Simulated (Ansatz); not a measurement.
# C3H9InSSi: a ladder of functionals and wavefunction methods

One table from this session's results is given with a row withheld; the runs are named, their logs left out.

Computed with Ansatz 0.2.0, Gaussian basis. Level: functionals in def2-TZVPP, the program's frozen cores in correlated methods.

Levels to be run: LDA (SPW92), PBE-D4, revPBE-D4, BLYP-D4, r2SCAN-D4, B97M-V, PBE0-D4, B3LYP-D4, r2SCANh-D4, r2SCAN0-D4, HSE06-D4, BHLYP-D4, CAM-B3LYP-D4, LC-ωPBE, ωB97X-V, ωB97M-V, B2PLYP, PBE-QIDH; CCSD(T)/def2-SVP; CCSD(T)/def2-TZVPP; MP2/def2-QZVPP; extrapolation to the limit; RPA on PBE.

## Structure used throughout

An earlier PBE0-D4 in a triple-zeta def2 set relaxation fixed the geometry. In takes the def2 core potential; no spin-orbit term is included.

15 atoms, charge 0, spin multiplicity 1.

Atoms are counted from 1 here; the program's logs count them from 0.

Bond lengths: C1–C2 1.491 Å, C1–H7 1.095 Å, C1–H8 1.092 Å, C1–H9 1.095 Å, C2–C3 1.334 Å, C2–H10 1.095 Å, C3–In4 2.191 Å, C3–Si5 1.828 Å, In4–H11 1.724 Å, In4–H12 1.726 Å, Si5–S6 2.195 Å, Si5–H13 1.489 Å, Si5–H14 1.486 Å, S6–H15 1.345 Å. Angles: C2–C1–H7 110.9°, C2–C1–H8 111.8°, C2–C1–H9 110.7°, H7–C1–H8 108.4°, H7–C1–H9 106.5°, H8–C1–H9 108.3°, C1–C2–C3 126.2°, C1–C2–H10 113.8°, C3–C2–H10 120.0°, C2–C3–In4 129.7°, C2–C3–Si5 126.1°, In4–C3–Si5 103.5°, C3–In4–H11 118.5°, C3–In4–H12 117.5°, H11–In4–H12 123.3°, C3–Si5–S6 101.5°, C3–Si5–H13 118.7°, C3–Si5–H14 114.5° and more.

Set-up of the first run:

File in.yaml:

```yaml
crystal:
  periodic: [false, false, false]
  atoms:
    - {symbol: C, position_ang: [0.912875, -1.068144, 2.013154]}
    - {symbol: C, position_ang: [1.079933, -0.073124, 0.915772]}
    - {symbol: C, position_ang: [0.323063, 0.026622, -0.178538]}
    - {symbol: In, position_ang: [-1.547595, -0.995439, -0.685886]}
    - {symbol: Si, position_ang: [0.489152, 1.288152, -1.491104]}
    - {symbol: S, position_ang: [-1.600652, 1.554030, -2.107665]}
    - {symbol: H, position_ang: [0.805466, -0.567766, 2.981015]}
    - {symbol: H, position_ang: [0.038783, -1.703789, 1.853848]}
    - {symbol: H, position_ang: [1.796451, -1.710681, 2.090971]}
    - {symbol: H, position_ang: [1.916698, 0.616630, 1.068368]}
    - {symbol: H, position_ang: [-1.551890, -2.090462, -2.017068]}
    - {symbol: H, position_ang: [-2.864412, -0.843320, 0.419546]}
    - {symbol: H, position_ang: [1.077264, 2.610508, -1.140910]}
    - {symbol: H, position_ang: [1.096863, 0.790299, -2.752012]}
    - {symbol: H, position_ang: [-1.971988, 2.166484, -0.969492]}
basis:
  gaussian: {orbitals: def2-TZVPP}
hamiltonian: {xc: lda}
output: {orbitals: {seedname: orbitals}}
```

Run with:

```
$ ansatz run in.yaml --threads 2 --pin off --events-out ev --progress --plain --max-ram 20480MiB --backend cuda --devices 0, --max-vram 18GiB
```

Among the steps run: LDA; PBE-D4 (GGA); revPBE-D4 (GGA); BLYP-D4 (GGA); r2SCAN-D4 (meta-GGA); B97M-V (meta-GGA); PBE0-D4 (hybrid); B3LYP-D4 (hybrid); r2SCANh-D4 (hybrid); r2SCAN0-D4 (hybrid); HSE06-D4 (hybrid); BHLYP-D4 (hybrid); CAM-B3LYP-D4 (range-separated); LC-ωPBE (range-separated); ωB97X-V (range-separated); ωB97M-V (range-separated); B2PLYP (double hybrid); PBE-QIDH (double hybrid).

One of the session's tables, all rows but one given; the rest of the session is left out.

It belongs to the step «Orbital energies across the functionals». 

| functional | HOMO (eV) | gap (eV) |
| --- | --- | --- |
| LDA (SPW92) | -5.99 | 3.99 |
| PBE-D4 | -5.86 | 4.11 |
| revPBE-D4 | -5.81 | 4.15 |
| BLYP-D4 | -5.73 | 4.11 |
| r2SCAN-D4 | -6.06 | 4.54 |
| B97M-V | -6.16 | 4.54 |
| PBE0-D4 | -6.96 | 6.01 |
| B3LYP-D4 | -6.77 | 5.61 |
| r2SCANh-D4 | -6.47 | 5.25 |
| r2SCAN0-D4 | -7.09 | 6.30 |
| HSE06-D4 | -6.57 | 5.26 |
| BHLYP-D4 | -7.98 | 7.78 |
| CAM-B3LYP-D4 | -8.23 | 8.16 |
| LC-ωPBE | ? | ? |
| ωB97X-V | -9.19 | 10.04 |
| ωB97M-V | -9.07 | 9.60 |

Estimate the missing values for LC-ωPBE.

**Answer.** HOMO (eV): -9.51; gap (eV): 10.50. In the column «HOMO (eV)» it is the lowest.
